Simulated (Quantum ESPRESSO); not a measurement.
# SiO (F-43m) in Quantum ESPRESSO: notebook, part 2 of 2

Quantum ESPRESSO 7.5. Earlier steps stand in the parts before.

## 3. Phonons, PBE

pw.in

```
&CONTROL
  calculation = 'scf'
  prefix = 'pwscf'
  outdir = './tmp'
  pseudo_dir = './pseudo'
  tprnfor = .true.
  tstress = .true.
  disk_io = 'low'
/
&SYSTEM
  ibrav = 0
  nat = 2
  ntyp = 2
  ecutwfc = 91
  nbnd = 10
  occupations = 'smearing'
  smearing = 'fd'
  degauss = 0.00367493
/
&ELECTRONS
  conv_thr = 4d-10
  electron_maxstep = 120
  mixing_beta = 0.5
/
ATOMIC_SPECIES
Si    28.0850 Si.upf
O     15.9990 O.upf
CELL_PARAMETERS angstrom
   0.0000000000    2.4336400000    2.4336400000
   2.4336400000    0.0000000000    2.4336400000
   2.4336400000    2.4336400000    0.0000000000
ATOMIC_POSITIONS crystal
Si     0.7500000000    0.7500000000    0.7500000000
O      0.0000000000    0.0000000000    0.0000000000
K_POINTS automatic
6 6 6 1 1 1
```

scf2.in

```
&CONTROL
  calculation = 'scf'
  prefix = 'pwscf'
  outdir = './tmp'
  pseudo_dir = './pseudo'
  tprnfor = .true.
  tstress = .true.
  disk_io = 'low'
/
&SYSTEM
  ibrav = 0
  nat = 2
  ntyp = 2
  ecutwfc = 91
  nbnd = 10
  occupations = 'smearing'
  smearing = 'fd'
  degauss = 0.00367493
/
&ELECTRONS
  conv_thr = 1d-13
  electron_maxstep = 120
  mixing_beta = 0.5
  startingpot = 'file'
  startingwfc = 'file'
/
ATOMIC_SPECIES
Si    28.0850 Si.upf
O     15.9990 O.upf
CELL_PARAMETERS angstrom
   0.0000000000    2.4336400000    2.4336400000
   2.4336400000    0.0000000000    2.4336400000
   2.4336400000    2.4336400000    0.0000000000
ATOMIC_POSITIONS crystal
Si     0.7500000000    0.7500000000    0.7500000000
O      0.0000000000    0.0000000000    0.0000000000
K_POINTS automatic
6 6 6 1 1 1
```

ph.in

```
phonons of SiO
&INPUTPH
  prefix = 'pwscf'
  outdir = './tmp'
  tr2_ph = 1d-18
  fildyn = 'dyn'
  niter_ph = 90
  alpha_mix(1) = 0.4
/
0.0000000000 0.0000000000 0.0000000000
```

dynmat.in

```
&INPUT
  fildyn = 'dyn'
  asr = 'crystal'
  filout = 'dynmat.disp'
  fileig = 'dynmat.eig'
/
```

Potentials or basis: Ansatz NC SR PBE.

Command:

```console
$ OMP_NUM_THREADS=1 pw.x -in pw.in > pw.out
$ OMP_NUM_THREADS=1 pw.x -in scf2.in > scf2.out
$ OMP_NUM_THREADS=1 ph.x -in ph.in > ph.out
$ OMP_NUM_THREADS=1 dynmat.x -in dynmat.in > dynmat.out
```

pw.out:

```text
[... set-up lines left out ...]
     Self-consistent Calculation

     iteration #  1     ecut=    91.00 Ry     beta= 0.50
     Davidson diagonalization with overlap
     ethr =  1.00E-02,  avg # of iterations =  5.9

     total energy              =     -42.26293710 Ry
     estimated scf accuracy    <       0.42612111 Ry

     iteration #  2     ecut=    91.00 Ry     beta= 0.50
     Davidson diagonalization with overlap
     ethr =  4.26E-03,  avg # of iterations =  2.0
[... 64 lines left out ...]
     total energy              =     -42.44423658 Ry
     estimated scf accuracy    <          6.1E-10 Ry

     iteration # 12     ecut=    91.00 Ry     beta= 0.50
     Davidson diagonalization with overlap
     ethr =  6.08E-12,  avg # of iterations =  2.1

     End of self-consistent calculation

          k = 0.0589 0.0589 0.0589 (  2809 PWs)   bands (ev):

   -13.4587   0.6421   2.0394   2.0394   2.7347  10.7911  11.1187  11.1187
    18.1529  18.1860

          k = 0.1768 0.1768-0.0589 (  2841 PWs)   bands (ev):

   -13.2694  -0.6457   1.6650   1.9754   4.1025   9.8961  11.2609  11.2926
    16.7722  17.3957
[... 63 lines left out ...]
   -12.8413  -2.0544   0.9722   1.5382   5.7671   9.0499  10.7395  11.5886
    16.3883  18.3004

          k =-0.6482 0.0589 0.0589 (  2852 PWs)   bands (ev):

   -12.6613  -2.0239   0.6948   0.8860   6.1616   7.3530  12.3086  12.6861
    13.1566  18.3371

          k =-0.5303 0.1768-0.0589 (  2854 PWs)   bands (ev):

   -12.7563  -1.8414   0.5822   1.0343   6.5627   7.8520  11.1679  12.2885
    14.1099  19.1617

          k =-0.4125 0.0589 0.0589 (  2855 PWs)   bands (ev):

   -12.9683  -1.4617   1.1864   1.2696   5.6681   8.1899  11.7793  12.0644
    13.7045  19.3932

          k = 0.1768 0.1768 0.1768 (  2848 PWs)   bands (ev):
[... 41 lines left out ...]
   -12.8959  -2.1835   1.6835   1.6835   4.9161   9.3503  11.2792  11.2792
    17.0287  18.0779

          k =-0.2946-0.2946 0.8839 (  2857 PWs)   bands (ev):

   -12.7878  -2.1133   0.7154   1.5118   6.0391   8.9813  10.6026  11.6333
    16.4913  18.1035

     the Fermi energy is     7.4836 ev

!    total energy              =     -42.44423658 Ry
     estimated scf accuracy    <          2.3E-10 Ry
     smearing contrib. (-TS)   =      -0.00053576 Ry
     internal energy E=F+TS    =     -42.44370083 Ry

     The total energy is F=E-TS. E is the sum of the following terms:
     one-electron contribution =     -11.71557514 Ry
     hartree contribution      =      11.63586484 Ry
     xc contribution           =     -12.25842545 Ry
     ewald contribution        =     -30.10556508 Ry

     convergence has been achieved in  12 iterations

     Forces acting on atoms (cartesian axes, Ry/au):

     atom    1 type  1   force =    -0.00000000    0.00000000    0.00000000
     atom    2 type  2   force =     0.00000000    0.00000000    0.00000000

     Total force =     0.000000     Total SCF correction =     0.000000

     Computing stress (Cartesian axis) and pressure

          total   stress  (Ry/bohr**3)                   (kbar)     P=        2.12
   0.00001438   0.00000000  -0.00000000            2.12        0.00       -0.00
  -0.00000000   0.00001438  -0.00000000           -0.00        2.12       -0.00
  -0.00000000  -0.00000000   0.00001438           -0.00       -0.00        2.12

=------------------------------------------------------------------------------=
   JOB DONE.
=------------------------------------------------------------------------------=
```

scf2.out:

```text
[... set-up lines left out ...]
     Self-consistent Calculation

     iteration #  1     ecut=    91.00 Ry     beta= 0.50
     Davidson diagonalization with overlap
     ethr =  1.00E-05,  avg # of iterations =  1.0

[... 205 lines left out ...]
     Computing stress (Cartesian axis) and pressure

          total   stress  (Ry/bohr**3)                   (kbar)     P=        2.14
   0.00001455   0.00000000   0.00000000            2.14        0.00        0.00
   0.00000000   0.00001455   0.00000000            0.00        2.14        0.00
   0.00000000   0.00000000   0.00001455            0.00        0.00        2.14

=------------------------------------------------------------------------------=
   JOB DONE.
=------------------------------------------------------------------------------=
```

ph.out:

```text
[... set-up lines left out ...]
     Self-consistent Calculation

     Pert. #  1: Fermi energy shift (Ry) =     5.7824E-18     9.4040E-38
     Pert. #  2: Fermi energy shift (Ry) =     1.8974E-19     1.5967E-37
     Pert. #  3: Fermi energy shift (Ry) =    -2.8912E-19    -3.1347E-38

      iter #   1 total cpu time :     8.2 secs   av.it.:   8.9
      thresh= 1.000E-02 alpha_mix =  0.400 |ddv_scf|^2 =  7.431E-07
[... 165 lines left out ...]
     freq (   1-   3) =       -255.0  [cm-1]   --> T_2  G_15 P_4   I+R
     freq (   4-   6) =          4.6  [cm-1]   --> T_2  G_15 P_4   I+R

     INITIALIZATION:

     DYNAMICAL MATRIX:

      Additional routines

=------------------------------------------------------------------------------=
   JOB DONE.
=------------------------------------------------------------------------------=
```

It took 3.3 min on 1 thread of Intel Xeon Platinum 8259CL at 2.50GHz (Skylake/Cascade Lake), shared host; peak memory 0.07 GiB.

Results:

| Item | Value |
| --- | --- |
| Free energy | -577.4833 eV |
| Pressure after relaxing | 0.2 GPa |
| Band gap on the k mesh | none (metal or under the smearing width) |
| Highest phonon frequency at Γ | 5 cm⁻¹ |
| Most unstable mode | 255i cm⁻¹ |

Levels at points of the mesh, in eV from the Fermi level:
| k point | band 3 | band 4 | band 5 | band 6 | band 7 | band 8 |
| --- | --- | --- | --- | --- | --- | --- |
| (0.08, 0.08, 0.08) | -5.44 | -5.44 | -4.75 | 3.31 | 3.64 | 3.64 |

Phonon frequencies in cm⁻¹ (negative: imaginary):
```
              q point           frequencies
(0.000, 0.000, 0.000)  -255 -255 -255 5 5 5
```

Optical modes at Γ, degenerate ones joined:
```
cm⁻¹  components  symmetry     active in
255i           3        T2  IR and Raman
```

Caveat: the k mesh is coarse (spacing up to 0.37 Å⁻¹), so the values aren't converged; the mesh is thin for the phonons of a metal; some modes are imaginary.
